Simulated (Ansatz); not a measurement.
# C2H5AlCl radical: basis-set convergence

An exercise on one series of results from a longer session: the logs are not shown, and one member is left open.

The runs use Ansatz 0.2.0, Gaussian basis; one geometry, several basis sets.

Plan: PBE0-D4/def2-SVP; ωB97M-V/def2-SVP; PBE0-D4/def2-QZVPP; ωB97M-V/def2-QZVPP; CCSD(T)/cc-pV(D+d)Z; CCSD(T)/cc-pV(T+d)Z; CCSD(T)/cc-pV(Q+d)Z; the functionals' def2-TZVPP values are taken from earlier runs.

## The relaxed structure

The geometry comes from an earlier relaxation with PBE0-D4 in a triple-zeta def2 set; it is a stationary point, not always the lowest conformer.

SMILES `C[CH2][Al][Cl]`, 9 atoms, charge 0, spin multiplicity 2.

Atoms are counted from 1 here; the program's logs count them from 0.

Bond lengths: C1–C2 1.525 Å, C1–H5 1.092 Å, C1–H6 1.095 Å, C1–H7 1.092 Å, C2–Al3 1.981 Å, C2–H8 1.097 Å, C2–H9 1.097 Å, Al3–Cl4 2.125 Å. Angles: C2–C1–H5 111.8°, C2–C1–H6 111.3°, C2–C1–H7 111.7°, H5–C1–H6 107.5°, H5–C1–H7 106.8°, H6–C1–H7 107.5°, C1–C2–Al3 114.9°, C1–C2–H8 111.3°, C1–C2–H9 111.5°, Al3–C2–H8 106.4°, Al3–C2–H9 106.9°, H8–C2–H9 105.2°, C2–Al3–Cl4 116.6°.

Set-up of the first run:

File in.yaml:

```yaml
crystal:
  periodic: [false, false, false]
  atoms:
    - {symbol: C, position_ang: [-0.090730, 0.951255, 0.000771]}
    - {symbol: C, position_ang: [-0.229194, -0.406798, 0.681335]}
    - {symbol: Al, position_ang: [0.321956, -1.954568, -0.424936]}
    - {symbol: Cl, position_ang: [1.143572, -1.515605, -2.335188]}
    - {symbol: H, position_ang: [-0.701600, 1.015732, -0.902403]}
    - {symbol: H, position_ang: [-0.401224, 1.763336, 0.665850]}
    - {symbol: H, position_ang: [0.939906, 1.149298, -0.301297]}
    - {symbol: H, position_ang: [0.368059, -0.455606, 1.600497]}
    - {symbol: H, position_ang: [-1.262244, -0.593442, 0.998370]}
basis:
  gaussian: {orbitals: def2-SVP}
magnetization: {spin_polarized: true, initial_magnetization: 1}
hamiltonian: {xc: pbe0, dispersion: d4}
output: {orbitals: {seedname: orbitals}}
```

Started as:

```console
> ansatz run in.yaml --threads 2 --pin off --events-out ev --progress --plain --max-ram 31744MiB --backend cpu
```

Steps of the session up to this table: PBE0-D4 in def2-SVP; ωB97M-V in def2-SVP; PBE0-D4 in def2-QZVPP; ωB97M-V in def2-QZVPP.

One of the session's tables, all rows but one given; the rest of the session is left out.

| functional | basis | HOMO (eV) | LUMO (eV) |
| --- | --- | --- | --- |
| PBE0-D4 | def2-SVP | -5.61 | -2.39 |
| PBE0-D4 | def2-TZVPP | ? | ? |
| PBE0-D4 | def2-QZVPP | -5.69 | -2.44 |
| ωB97M-V | def2-SVP | -7.26 | -0.95 |
| ωB97M-V | def2-TZVPP | -7.32 | -0.96 |
| ωB97M-V | def2-QZVPP | -7.37 | -1.06 |

Estimate the missing values for PBE0-D4, def2-TZVPP.

As computed: HOMO (eV): -5.67; LUMO (eV): -2.41. In the column «HOMO (eV)» it lies between PBE0-D4, def2-QZVPP (-5.69) and PBE0-D4, def2-SVP (-5.61).
